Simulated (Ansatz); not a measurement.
# YbAg: the cost of one run

Program: the Python package of Ansatz 0.2.0. Level of theory: DFT r2SCAN, plane waves, PAW. These are calculated values, not measurements.

## 1. The structure

Symmetry: Pm-3m, No. 221, cubic system. The conventional cell has a = 3.679 Å, b = 3.679 Å, c = 3.679 Å, α = 90.00°, β = 90.00°, γ = 90.00°. Yb (site symmetry m-3m) is surrounded by 8 Ag at 3.19 Å. Ag (site symmetry m-3m) has 8 Yb at 3.19 Å as nearest neighbours.

The script holds or builds the structure itself.

## 2. The script

slab_ybag.py

```python
"""Cutting and solving a surface of YbAg."""

from dataclasses import dataclass
import warnings

import ansatz as az
from ase import Atoms
from ase.build import surface
import numpy as np


@dataclass
class RunConfig:
    functional: str = "r2SCAN"
    filling: str = "fermi_dirac"


settings = RunConfig()


def main() -> None:
    warnings.simplefilter("ignore", az.DeckWarning)

    atoms = Atoms(
        ["Yb", "Ag"],
        scaled_positions=[
            (0.5, 0.5, 0.5),
            (0.0, 0.0, 0.0),
        ],
        cell=[
            (3.6787, 0.0, 0.0),
            (0.0, 3.6787, 0.0),
            (0.0, 0.0, 3.6787),
        ],
        pbc=True,
    )
    # Miller indices count the vectors of the cell as typed
    slab = surface(atoms, (1, 1, 0), 3, vacuum=6.0)
    slab.pbc = (True, True, False)

    print(slab.get_chemical_formula(), "area {:.3f} A^2, cell height {:.2f} A".format(np.linalg.norm(np.cross(slab.cell[0], slab.cell[1])), slab.cell[2, 2]))


    def prepared(structure):
        return (
            az.Crystal.from_ase(structure).calculation()
            .functional(settings.functional)
            .occupations(settings.filling)
        )


    setup = prepared(slab).kpoints(4, 5, 1).potential().forces()
    out = setup.run(threads=1)
    summary = out.report

    print(f"slab free energy {summary['free_energy_ev']:.4f} eV, Fermi level {summary['fermi_energy_ev']:.3f} eV")

    # surface energy from the bulk energy at the same settings
    bulk = prepared(atoms).kpoints(6, 6, 6).run(threads=1).report
    excess = summary["free_energy_ev"] - bulk["free_energy_ev"] * len(slab) / len(atoms)
    area = np.linalg.norm(np.cross(slab.cell[0], slab.cell[1]))
    print(f"mean surface energy {excess / (2 * area) * 16.02177:.3f} J/m^2 ({1000 * excess / (2 * area):.1f} meV/A^2)")

    v = out.potential()
    profile = (v.v_es_ev + (0 if v.v_field_ev is None else v.v_field_ev)).mean(axis=(0, 1))
    height = out.lattice.cell_ang[2][2]
    print("z (A)   planar potential less the Fermi level (eV)")
    for i in range(0, len(profile), max(len(profile) // 24, 1)):
        print(f"{i * height / len(profile):6.2f} {profile[i] - summary['fermi_energy_ev']:9.3f}")


if __name__ == "__main__":
    main()
```

## 3. The calls as engine input

The package turns the script's settings into the engine's input (first run):

```yaml
crystal:
  lattice:
    - [5.202467431901905, 0.0, 0.0]
    - [0.0, 3.6787, 0.0]
    - [0.0, 0.0, 17.202467431901905]
  periodic: [true, true, false]
  atoms:
    - { symbol: Yb, position: [0.4999999999999999, 0.5, 0.34878717391861036] }
    - { symbol: Ag, position: [0.0, 0.0, 0.34878717391861036] }
    - { symbol: Yb, position: [0.0, 0.5, 0.5] }
    - { symbol: Ag, position: [0.4999999999999999, 0.0, 0.5] }
    - { symbol: Yb, position: [0.5, 0.5, 0.6512128260813896] }
    - { symbol: Ag, position: [0.9999999999999998, 0.0, 0.6512128260813896] }
kpoints:
  mp_grid:
    grid: [4, 5, 1]
hamiltonian:
  xc: r2scan
scf:
  occupations:
    method: fermi_dirac
output:
  write_potential: true
  forces: true
```

## 4. Running it

On the command line:

```bash
> python slab_ybag.py
```

Q: Estimate wall time and peak memory on 1 thread of Arm Neoverse V1, shared host.

About 2.6 min, with a peak of 2.1 GiB.
